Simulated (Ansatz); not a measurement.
**One shape, several levels: CuCl (cuprous chloride)**

Wanted: a comparison of 6 runs (HF/STO-3G, B3LYP/STO-3G, BHLYP/STO-3G, CAM-B3LYP/STO-3G, MP2/STO-3G, UMP2/STO-3G) of CuCl (cuprous chloride). 

The results are computed with Ansatz 0.2.0.

87 further runs of the same task are left out: 56 that didn't finish, 31 set aside as unsound or not needed.

## 1. The structure to begin with

CuCl: 2 atoms, total charge 0, spin state singlet. As SMILES, `[Cl][Cu]`. The Cu2–Cl1 distance was set to 4.152 Å, away from the relaxed value.

## 2. The energy at HF/STO-3G (run 1)

Input file in.yaml:

```yaml
basis:
  gaussian: {orbitals: STO-3G}
crystal:
  periodic: [false, false, false]
  atoms:
    - {symbol: Cl, position_ang: [2.665407, -0.975402, 1.335203]}
    - {symbol: Cu, position_ang: [-0.868800, 0.285000, -0.442400]}
hamiltonian: {xc: hf}
accuracy: high
```

The run is started by

```console
$ ansatz run in.yaml --threads 1 --pin off --max-ram 2610MiB --events-out events.jsonl --progress --plain --runs-dir runs
```

Standard output:

```text
Warning: RAYON_NUM_THREADS=1 ignored (pool sized by the plan → 1); use --threads N
Functional definition: HF
  name "HF"
  exchange = exact_x
  correlation = 0
322 factors; integrals over basis functions are off by at most 4.7e-9 eV
mean field evaluation 1: about -56146.6557 eV, gradient 8.3e0 eV
mean field evaluation 2: about -56152.0283 eV, gradient 8.3e0 eV
mean field evaluation 4: about -56172.2253 eV, gradient 3.7e1 eV
mean field evaluation 8: about -56387.7267 eV, gradient 5.2e1 eV
mean field evaluation 16: about -56456.8393 eV, gradient 1.9e-1 eV
mean field evaluation 32: about -56456.3263 eV, gradient 9.0e-1 eV
mean field evaluation 64: about -56456.8283 eV, gradient 2.0e-1 eV
mean field evaluation 96: about -56456.6802 eV, gradient 5.7e-1 eV
mean field evaluation 128: about -56456.8340 eV, gradient 2.1e-1 eV
mean field evaluation 160: about -56425.2228 eV, gradient 3.8e0 eV
mean field evaluation 192: about -56456.8399 eV, gradient 4.6e-8 eV
mean field -56456.83993156 eV, -2074.7505996643 hartree, gradient 4.6e-8 eV, S^2 0.000000; 6 other end points of the search recorded, 0 dependent functions left out
reference -56456.83993156 eV, -2074.7505996643 hartree; 23, 23 occupied and 4, 4 virtual orbitals, 322 factors
Total energy: -56456.83993156 eV, -2074.7505996643 hartree
```

It took 0.56 s on 1 thread of Arm Neoverse V1, shared host.

## 3. The energy at B3LYP/STO-3G (run 2)

Input file input.yaml:

```yaml
crystal:
  periodic: [false, false, false]
  atoms:
    - {symbol: Cl, position_ang: [2.665407, -0.975402, 1.335203]}
    - {symbol: Cu, position_ang: [-0.868800, 0.285000, -0.442400]}
basis:
  gaussian:
    orbitals: STO-3G
hamiltonian:
  xc: {name: B3LYP}
accuracy: high
```

The run is started by

```console
$ ansatz run input.yaml --threads 1 --pin off --max-ram 2610MiB --events-out events.jsonl --progress --plain --runs-dir runs
```

Standard output, shortened:

```text
Warning: RAYON_NUM_THREADS=1 ignored (pool sized by the plan → 1); use --threads N
Functional definition: B3LYP
  name "B3LYP"
[...]
322 factors; integrals over basis functions are off by at most 4.7e-9 eV
[...]
mean field -56505.40408029 eV, -2076.5352992123 hartree, gradient 6.2e-8 eV, S^2 0.000000; 13 other end points of the search recorded, 0 dependent functions left out
reference -56505.40410943 eV, -2076.5353002829 hartree; 23, 23 occupied and 4, 4 virtual orbitals, 322 factors
Total energy: -56505.40410943 eV, -2076.5353002829 hartree
```

It took 29 s on 1 thread of Arm Neoverse V1, shared host; peak memory 0.1 GiB.

Runs 3 to 4 aren't shown in full; the table further down has their settings and results.

## 4. A single-point energy at MP2/STO-3G (run 5)

Input file input.yaml:

```yaml
basis:
  gaussian: {orbitals: STO-3G}
crystal:
  periodic: [false, false, false]
  atoms:
    - {symbol: Cl, position_ang: [2.665407, -0.975402, 1.335203]}
    - {symbol: Cu, position_ang: [-0.868800, 0.285000, -0.442400]}
correlation: {method: mp2, frozen_orbitals: {Cl: 5, Cu: 5}}
accuracy: high
```

The run is started by

```console
$ ansatz run input.yaml --threads 1 --pin off --max-ram 2610MiB --events-out events.jsonl --progress --plain --runs-dir runs
```

Standard output, shortened:

```text
Warning: RAYON_NUM_THREADS=1 ignored (pool sized by the plan → 1); use --threads N
[... 2 set-up lines as earlier in the session ...]
[...]
322 factors; integrals over basis functions are off by at most 4.7e-9 eV
[...]
mean field -56456.83993156 eV, -2074.7505996643 hartree, gradient 4.6e-8 eV, S^2 0.000000; 12 other end points of the search recorded, 0 dependent functions left out; unrestricted orbitals would lower it
unrestricted determinant -56461.92724870 eV, -2074.9375551209 hartree, S^2 1.9592
10 core orbitals not correlated: weight in the atoms' cores, before any rotation towards them, 1.000 or more for the frozen orbitals, at most 0.000 for the correlated occupied ones
reference -56456.83993156 eV, -2074.7505996643 hartree; 13, 13 occupied and 4, 4 virtual orbitals, 322 factors
second order -1.89450928 eV of doubles, -0.00000000 eV of singles
WARN: the method's energy lies above the unrestricted determinant's, so it is not that of the lowest state
Total energy: -56458.73444085 eV, -2074.8202215964 hartree
```

Wall time 1.4 s (1 thread of Arm Neoverse V1, shared host).

## 5. A single-point energy at UMP2/STO-3G (run 6)

Input file input.yaml:

```yaml
crystal:
  periodic: [false, false, false]
  atoms:
    - {symbol: Cl, position_ang: [2.665407, -0.975402, 1.335203]}
    - {symbol: Cu, position_ang: [-0.868800, 0.285000, -0.442400]}
basis:
  gaussian: {orbitals: STO-3G}
magnetization: {spin_polarized: true}
correlation: {method: mp2, frozen_orbitals: {Cl: 5, Cu: 5}}
accuracy: high
```

The run is started by

```console
$ ansatz run input.yaml --threads 1 --pin off --max-ram 2610MiB --events-out events.jsonl --progress --plain --runs-dir runs
```

Standard output:

```text
Warning: RAYON_NUM_THREADS=1 ignored (pool sized by the plan → 1); use --threads N
[... 64 lines left out ...]
10 core orbitals not correlated: weight in the atoms' cores, before any rotation towards them, 1.000 or more for the frozen orbitals, at most 0.000 for the correlated occupied ones
[... 2 lines left out ...]
Total energy: -56463.90630685 eV, -2075.0102841664 hartree
```

It took 25 s on 1 thread of Arm Neoverse V1, shared host; peak memory 0.09 GiB.

## 6. The series

```
run             level  frozen core orbitals   energy (Eh)  wall time
  1         HF/STO-3G                     –  -2074.750600     0.56 s
  2      B3LYP/STO-3G                     –  -2076.535300       29 s
  3      BHLYP/STO-3G                     –  -2076.602950       15 s
  4  CAM-B3LYP/STO-3G                     –  -2076.550000       23 s
  5        MP2/STO-3G                    10  -2074.820222      1.4 s
  6       UMP2/STO-3G                    10  -2075.010284       25 s
```

## 7. Results

```
                                           quantity           value
                                run 6: total energy  -2075.01028 Eh
run 6: correlation energy (10 core orbitals frozen)       -16.3 mEh
           run 6: ⟨S²⟩ of the reference determinant           2.000
```

What this shows: Below the HF energy at the same shape and in the same basis (STO-3G): MP2 -69.6 mEh; UMP2 -259.7 mEh. Some of these start from another determinant than that one, so these aren't their correlation energies. Totals of different functionals can't be ranked against each other. In run 5 the log says that unrestricted orbitals would lower the reference, so the values rest on an unstable closed-shell determinant (other closed-shell runs at this shape may share the fault). In runs 1, 2, 3, 4, 5, 6 the basis is minimal, so the values are rough. In runs 1, 2, 3, 4, 5 a closed-shell determinant meets a far-stretched bond, which it describes badly. Spin contamination of the reference: run 6 ⟨S²⟩ = 2.00. Where it is this large, the reference is a mixture of spin states, and values that rest on it are in doubt. All runs together took 95 s, the longest 29 s.
